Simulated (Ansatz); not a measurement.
# BGeH2: the cost of one run

Program: Ansatz 0.2.0, Gaussian basis. Level of theory: def2-QZVPP, all electrons in the functionals. These are calculated values, not measurements.

To be run: PBE, BLYP, PBE0, B3LYP, at charge 0, doublet; charge 0, quartet; charge 1, singlet; charge 1, triplet.

23 further runs of the same task are left out: 3 that didn't finish, 20 set aside as unsound or not needed.

### Step 1. The system

The geometry is a PBE0/def2-TZVP stationary point (not a proven minimum). No spin-orbit coupling is included. The filled d shell of Ge may be among the frozen orbitals whatever the setting's name suggests; the logs give the count.

4 atoms, charge 0, spin multiplicity 2.

Atoms are counted from 1 here; the program's logs count them from 0.

Bond lengths: Ge1–B2 1.885 Å, Ge1–H3 1.520 Å, Ge1–H4 1.520 Å. Angles: B2–Ge1–H3 120.2°, B2–Ge1–H4 120.2°, H3–Ge1–H4 119.5°.

No dispersion term is added. B3LYP takes the VWN-RPA correlation.

The geometry shown and the zero of energy belong to the point charge 0, doublet. The yardstick, RCCSD(T), and other wave-function levels (R restricted, U unrestricted, valence and pair active spaces) come from earlier runs.

### Step 2. PBE, charge 0, doublet

in.yaml reads:

```yaml
crystal:
  periodic: [false, false, false]
  atoms:
    - {symbol: Ge, position_ang: [0.000000, 0.000000, -0.220401]}
    - {symbol: B, position_ang: [0.000000, 0.000000, 1.664781]}
    - {symbol: H, position_ang: [0.000000, 1.313392, -0.986177]}
    - {symbol: H, position_ang: [0.000000, -1.313392, -0.986177]}
basis:
  gaussian: {orbitals: "def2-QZVPP.json"}
magnetization: {spin_polarized: true, initial_magnetization: 1}
hamiltonian: {xc: {name: PBE}}
output: {orbitals: {seedname: orbitals}}
```

Command:

```bash
$ ansatz run in.yaml --threads 1 --pin off --events-out ev --progress --plain --max-ram 2393MiB
```

**Question.** How long does this run take on 1 thread of Arm Neoverse V2, shared host, and how much memory does it need?

About 45 s, with a peak of 0.46 GiB.
